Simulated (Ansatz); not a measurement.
# RPA@PBE/def2-SVP (core potential) run of SnH2F2 (SMILES [F][SnH2][F])

What is the electronic atomisation energy of SnH2F2 at RPA@PBE/def2-SVP (core potential)? 

The calculation is run with Ansatz 0.2.0.

44 further runs of the same task are left out: 44 set aside as unsound or not needed.

## (1) The molecule

SnH2F2: 5 atoms, total charge 0, spin state singlet. SMILES: `[F][SnH2][F]`. The coordinates come from a PBE0-D4/def2-TZVP relaxation.

Bond lengths: F1–Sn2 1.909 Å, Sn2–F3 1.909 Å, Sn2–H4 1.692 Å, Sn2–H5 1.692 Å. Angles: F1–Sn2–F3 103.3°, F1–Sn2–H4 107.1°, F1–Sn2–H5 107.1°, F3–Sn2–H4 107.1°, F3–Sn2–H5 107.1°, H4–Sn2–H5 123.6°.

## (2) A single-point energy at RPA@PBE/def2-SVP (core potential)

Input file in.yaml:

```yaml
crystal:
  periodic: [false, false, false]
  atoms:
    - {symbol: F, position_ang: [-0.343500, -0.356300, 1.741400]}
    - {symbol: Sn, position_ang: [0.128900, -0.073200, -0.086200]}
    - {symbol: F, position_ang: [-1.231200, 1.110700, -0.712400]}
    - {symbol: H, position_ang: [-0.087400, -1.547100, -0.889100]}
    - {symbol: H, position_ang: [1.583200, 0.792100, -0.095000]}
basis:
  gaussian:
    orbitals: def2-SVP
correlation:
  method: rpa
  frozen_orbitals: {F: 1, H: 0, Sn: 4}
hamiltonian:
  xc: pbe
accuracy: high
```

Started as:

```bash
ansatz run in.yaml --threads 1 --pin off --max-ram 3480MiB --events-out events.jsonl --progress --plain --runs-dir runs
```

The log of the run:

```text
Warning: RAYON_NUM_THREADS=1 ignored (pool sized by the plan → 1); use --threads N
Functional definition: PBE
  name "PBE"
  parameter kappa = 0.804
  parameter beta = 0.06672455060314922
  exchange = pbe_x(kappa = kappa, mu = beta*pi^2/3)
  correlation = pbe_c(beta = beta)
1430 factors; integrals over basis functions are off by at most 3.4e-9 eV
mean field evaluation 1: about -11284.4298 eV, gradient 5.1e1 eV
mean field evaluation 2: about -11284.4286 eV, gradient 5.1e1 eV
mean field evaluation 4: about -11288.6082 eV, gradient 5.9e0 eV
mean field evaluation 8: about -11288.7654 eV, gradient 1.9e-1 eV
mean field evaluation 16: about -11288.7655 eV, gradient 8.8e-6 eV
mean field -11288.76546317 eV, -414.8544789713 hartree, gradient 1.7e-8 eV, S^2 0.000000; 0 other end points of the search recorded, 0 dependent functions left out
6 core orbitals not correlated: weight in the atoms' cores, before any rotation towards them, 1.000 or more for the frozen orbitals, at most 0.000 for the correlated occupied ones
reference -11243.94402182 eV, -413.2073213830 hartree; 15, 15 occupied and 43, 43 virtual orbitals, 1430 factors
Total energy: -11264.48748548 eV, -413.9622797475 hartree
```

Run time: 7.5 s. Hardware: 1 thread of Intel Xeon Platinum 8259CL at 2.50GHz (Skylake/Cascade Lake), shared host; peak memory 0.25 GiB.

## (3) The F atom, same level

Input file in.yaml:

```yaml
crystal:
  periodic: [false, false, false]
  atoms:
    - {symbol: F, position_ang: [0.000000, 0.000000, 0.000000]}
basis:
  gaussian:
    orbitals: def2-SVP
magnetization:
  spin_polarized: true
  initial_magnetization: 1
hamiltonian:
  xc: pbe
correlation:
  method: rpa
  frozen_orbitals: {F: 1}
accuracy: high
```

Started as:

```bash
ansatz run in.yaml --threads 1 --pin off --max-ram 3480MiB --events-out events.jsonl --progress --plain --runs-dir runs
```

The log of the run, shortened:

```text
Warning: RAYON_NUM_THREADS=1 ignored (pool sized by the plan → 1); use --threads N
[... 2 set-up lines as earlier in the session ...]
[...]
95 factors; integrals over basis functions are off by at most 1.3e-9 eV
[...]
mean field -2708.61477541 eV, -99.5397570313 hartree, gradient 6.0e-9 eV, S^2 0.750814; 8 other end points of the search recorded, 0 dependent functions left out
1 core orbitals not correlated: weight in the atoms' cores, before any rotation towards them, 1.000 or more for the frozen orbitals, at most 0.000 for the correlated occupied ones
reference -2701.61283189 eV, -99.2824403530 hartree; 4, 3 occupied and 9, 10 virtual orbitals, 95 factors
Total energy: -2707.95458093 eV, -99.5154953317 hartree
```

Wall time 1.9 s (1 thread of Intel Xeon Platinum 8259CL at 2.50GHz (Skylake/Cascade Lake), shared host); peak memory 0.096 GiB.

## (4) The H atom at the same level

Input file job.yaml:

```yaml
crystal:
  periodic: [false, false, false]
  atoms:
    - symbol: H
      position_ang: [0.000000, 0.000000, 0.000000]
basis:
  gaussian:
    orbitals: def2-SVP
magnetization:
  spin_polarized: true
  initial_magnetization: 1
hamiltonian:
  xc: pbe
correlation:
  method: rpa
  frozen_orbitals: {H: 0}
accuracy: high
```

Run the same way, it converges to -0.51231 Eh (log not shown).

## (5) The Sn atom, same level

Input file job.yaml:

```yaml
basis:
  gaussian:
    orbitals: def2-SVP
crystal:
  periodic: [false, false, false]
  atoms:
    - symbol: Sn
      position_ang: [0.000000, 0.000000, 0.000000]
hamiltonian:
  xc: pbe
correlation:
  method: rpa
  frozen_orbitals: {Sn: 4}
magnetization:
  spin_polarized: true
  initial_magnetization: 2
accuracy: high
```

Run the same way, it converges to -213.44973 Eh (log not shown).

## (6) Outcome

Level: RPA@PBE/def2-SVP (core potential), 6 core orbitals frozen.

```
                                  quantity          value
                    molecule: total energy  -413.96228 Eh
molecule: RPA correlation energy (valence)     -755.0 mEh
                      F atom: total energy   -99.51550 Eh
  F atom: RPA correlation energy (valence)     -233.1 mEh
 F atom: ⟨S²⟩ of the reference determinant          0.751
                      H atom: total energy    -0.51231 Eh
            H atom: RPA correlation energy      -13.0 mEh
 H atom: ⟨S²⟩ of the reference determinant          0.750
                     Sn atom: total energy  -213.44973 Eh
 Sn atom: RPA correlation energy (valence)     -122.8 mEh
Sn atom: ⟨S²⟩ of the reference determinant          2.002
             electronic atomisation energy      12.434 eV
```

In words: Taking the molecule apart into free atoms costs 12.43 eV (1200 kJ/mol), before zero-point energy and without spin-orbit coupling.
